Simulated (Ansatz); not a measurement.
Al3Au:

```xyz
4
Lattice="-2.0253 2.0253 4.0566 2.0253 -2.0253 4.0566 2.0253 2.0253 -4.0566" Properties=species:S:1:pos:R:3 pbc="T T T"
Au    0.0000    0.0000    0.0000
Al    0.0000    0.0000    4.0566
Al    2.0253    0.0000    2.0283
Al    0.0000    2.0253    2.0283
```

The cell comes from a database or a generator and needn't be the stable form of this composition.

Base run:

```yaml
Program: Ansatz 0.2.0
Functional: PBEsol
Potentials_or_basis: Ansatz PAW
Cutoff: 420 eV
Density_cutoff: 1680 eV
k_mesh: 9 × 9 × 9
Occupations: fermi-dirac, width 0.05 eV
Spin: no spin polarisation
```

Its results: band gap on the k mesh none (metal or under the smearing width); pressure -2.6 GPa.

Question: The run is repeated on the same cell with these changes: spin from no spin polarisation to spin-orbit coupling, no magnetisation; potential files from those of the base run to others of the same set. What comes out?

Answer: Band gap on the k mesh none (metal or under the smearing width); pressure -3.2 GPa.

Caveats: the PAW data sets come from PBE, with cores solved anew for the run's functional, which leaves a small shift of forces and pressure.

Not every run made on this cell is shown here.
